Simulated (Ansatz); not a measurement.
# CH6NPSi2: the cost of one run

All numbers are computed with Ansatz 0.2.0 through its Python package. The levels of theory stand in the script.

**1. Starting point**

Bond lengths: P1–Si2 2.181 Å, Si2–N3 1.772 Å, N3–C4 1.359 Å, Si2–Si5 2.198 Å, C4–Si5 1.796 Å, P1–H6 1.485 Å, P1–H7 1.443 Å, Si2–H8 1.438 Å, C4–H9 1.058 Å, Si5–H10 1.474 Å, Si5–H11 1.488 Å. Angles (14 of 19 angles, heavy atoms first): P1–Si2–N3 108.6°, P1–Si2–Si5 119.2°, N3–Si2–Si5 79.9°, Si2–N3–C4 98.8°, N3–C4–Si5 108.3°, Si2–Si5–C4 72.9°, P1–Si2–H8 114.6°, N3–Si2–H8 109.4°, Si5–Si2–H8 118.4°, Si2–P1–H6 95.7°, Si2–P1–H7 97.4°, N3–C4–H9 119.3°, Si5–C4–H9 132.0°, Si2–Si5–H10 118.1°.

The script holds or builds the structure itself.

**2. The code**

run_methods.py reads:

```python
from pathlib import Path
import warnings

import ansatz as az
import numpy as np

params = {
    "basis_set": "def2-SVP",
}

warnings.simplefilter("ignore", az.DeckWarning)

ch6npsi2 = (
    az.Crystal.molecule()
    .atom("P", (0.1407, 1.0479, 2.2058))
    .atom("Si", (-0.5462, -0.368, 0.6961))
    .atom("N", (-1.0617, 0.5382, -0.7369))
    .atom("C", (-0.1203, 0.0975, -1.6126))
    .atom("Si", (0.8852, -1.1377, -0.7832))
    .atom("H", (-1.1492, 1.7725, 2.3278))
    .atom("H", (0.6519, 2.0498, 1.3012))
    .atom("H", (-1.615, -1.2292, 1.1259))
    .atom("H", (-0.1594, 0.4185, -2.6203))
    .atom("H", (0.7335, -2.5315, -1.2369))
    .atom("H", (2.3058, -0.715, -0.6463))
)

base = ch6npsi2.calculation().basis(gaussian=params["basis_set"])

print("functional    E (Ha)        dipole (D)   HOMO (eV)  LUMO (eV)")
for name in ["pbe", "b3lyp", "lc_wpbe", "cam_b3lyp", "blyp"]:
    report = base.functional(name).forces().orbitals().run(runs_dir="runs").report
    lines = Path(report["orbitals_path"]).read_text().splitlines()
    field_of = lambda key: [line.split("=")[1].strip() for line in lines if line.startswith(key)]
    orbitals = [(27.211386 * float(e), s, float(n)) for e, s, n in zip(field_of("Ene="), field_of("Spin="), field_of("Occup="))]
    homo = max(e for e, _, n in orbitals if n > 0.5)
    lumo = min(e for e, _, n in orbitals if n < 0.5)
    dipole = 4.803205 * np.linalg.norm(report["charge_distribution"]["dipole_moment_e_ang"])
    print(f"{name:10s} {report['free_energy_ev'] / 27.211386246:14.6f} {dipole:9.3f} {homo:11.3f} {lumo:10.3f}")
```

**3. Running it**

Run with:

```
python run_methods.py
```

**Question.** How long does this script take on 1 thread of Arm Neoverse V1, shared host, and how much memory does it need?

About 28 s, with a peak of 0.36 GiB.
